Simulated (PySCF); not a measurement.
**HgI2 with other numerical set-ups**

Aim: see how much the energy and properties of HgI2 depend on the numerical set-up.

Computed with PySCF 2.14.0. Level: method and basis as typed in the scripts.

2 further runs of the same task are left out: 2 that didn't finish.

## 1. Where the work starts

HgI2: 3 atoms, charge 0, spin multiplicity 1.

Bond lengths: Hg1–I2 2.635 Å, Hg1–I3 2.635 Å. Angles: I2–Hg1–I3 180.0°.

## 2. Base script

input.py

```python
from pyscf import gto, scf, mp

mol = gto.M(
    atom='Hg 0 0 0; I 0 0 2.6346; I 0 0 -2.6346',
    basis='def2-svp',
    ecp={'Hg': 'def2-svp', 'I': 'def2-svp'},
    charge=0,
    spin=0,
    verbose=4,
)
mf = scf.RHF(mol)
mf.kernel()
mp.MP2(mf).kernel()
mf.dip_moment()
print('orbital energies (hartree):', mf.mo_energy[..., max(0, mol.nelec[1]-3):mol.nelec[0]+3].round(4))
```

Run with:

```console
$ OMP_NUM_THREADS=1 python input.py
```

Its log is not repeated here.

Base result: E(SCF) = -745.916352 Eh, 10 cycles, E(MP2) − E(SCF) = -0.62691 Eh, μ = 0.00 D (of the SCF density).

## 3. Def2-svpd

Run 1 changes basis set: def2-svp → def2-svpd.

input.py

```python
from pyscf import gto, scf, mp

mol = gto.M(
    atom='Hg 0 0 0; I 0 0 2.6346; I 0 0 -2.6346',
    basis='def2-svpd',
    ecp={'Hg': 'def2-svpd', 'I': 'def2-svpd'},
    charge=0,
    spin=0,
    verbose=4,
)
mf = scf.RHF(mol)
mf.kernel()
mp.MP2(mf).kernel()
mf.dip_moment()
print('orbital energies (hartree):', mf.mo_energy[..., max(0, mol.nelec[1]-3):mol.nelec[0]+3].round(4))
```

Run with:

```console
$ OMP_NUM_THREADS=1 python input.py
```

## 4. Lanl2dz

Run 2 changes basis set: def2-svp → lanl2dz. The core potential changes with it: totals don't compare.

Changes to input.py since step 2:

```diff
@@ -4,4 +4,4 @@
     atom='Hg 0 0 0; I 0 0 2.6346; I 0 0 -2.6346',
-    basis='def2-svp',
-    ecp={'Hg': 'def2-svp', 'I': 'def2-svp'},
+    basis='lanl2dz',
+    ecp={'Hg': 'lanl2dz', 'I': 'lanl2dz'},
     charge=0,
```

What does the calculation give? Wanted: for each run, E(SCF); from base; gap; SCF dipole; after the SCF.

The runs gave:

```tsv
run	E(SCF) (hartree)	from base (eV)	cycles	gap (eV)	SCF dipole (D)	functions	after the SCF
base	-745.916352	0	10	10.28	0.00	84	MP2 correlation -17.059 eV
def2-svpd	-745.926201	-0.2680	10	10.25	0.00	105	MP2 correlation -17.716 eV
lanl2dz	-63.804543	not comparable	9	10.39	0.00	34	MP2 correlation -3.224 eV
```

What this shows: def2-svpd (105 functions) gives an energy 0.27 eV lower than def2-svp (84).
